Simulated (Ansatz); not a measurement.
# MgBe2Te3: the cost of one run

Computed with Ansatz 0.2.0 (DFT PBE, scalar-relativistic, plane waves, PAW, unless a step's input says otherwise).

### 1 The starting structure

The structure is hexagonal, space group P6/mmm (No. 191). Conventional cell: a = 6.362 Å, b = 6.362 Å, c = 3.740 Å, α = 90.00°, β = 90.00°, γ = 120.00°. Mg (site symmetry 6/mmm) is surrounded by 6 Be at 3.67 Å and 12 Te at 3.69 Å and 2 Mg at 3.74 Å. Around Be (site symmetry -6m2) lie 6 Te at 2.62 Å. Around Te (site symmetry mmm) lie 4 Be at 2.62 Å and 4 Te at 3.18 Å and 4 Mg at 3.69 Å.

Structure file:

```xyz
6
Lattice="6.3624 0.0000 0.0000 -3.1812 5.5100 0.0000 0.0000 0.0000 3.7399" Properties=species:S:1:pos:R:3 pbc="T T T"
Mg    0.0000    0.0000    1.8699
Be    0.0000    3.6733    1.8699
Be    3.1812    1.8367    1.8699
Te   -1.5906    2.7550    0.0000
Te    3.1812    0.0000    0.0000
Te    1.5906    2.7550    0.0000
```

The cell is invented: species swapped into a database cell of TmB2Rh3 (P6/mmm, No. 191), with Mg on the Tm sites, Be on the B sites and Te on the Rh sites. Its size is a rough estimate.

### 2 Probe: one point on a coarse mesh

The input, input.yaml:

```yaml
crystal:
  lattice:
    - [6.36239913, 0.0, 0.0]
    - [-3.18119956, 5.50999927, 0.0]
    - [0.0, 0.0, 3.73988431]
  atoms:
    - { symbol: Mg, position: [0.0, 0.0, 0.5] }
    - { symbol: Be, position: [0.33333333, 0.66666667, 0.5] }
    - { symbol: Be, position: [0.66666667, 0.33333333, 0.5] }
    - { symbol: Te, position: [0.0, 0.5, 0.0] }
    - { symbol: Te, position: [0.5, 0.0, 0.0] }
    - { symbol: Te, position: [0.5, 0.5, 0.0] }
basis:
  ecutwfc: 420
kpoints:
  mp_grid: { grid: [3, 3, 6] }
hamiltonian:
  xc: pbe
scf:
  occupations: { method: gaussian, width: 0.1 }
  lower_state_search: "off"
output:
  forces: true
  stress: true
  eigenvalues: true
```

The run is started by

```console
$ ansatz run input.yaml --threads 1 --pin off --max-ram 2560MiB --backend cpu --events-out ev --progress --plain --runs-dir out
```

**Question.** How long does this run take on 1 thread of Intel Xeon at 2.70GHz, shared host, and how much memory does it need?

About 4.7 s, with a peak of 0.41 GiB.
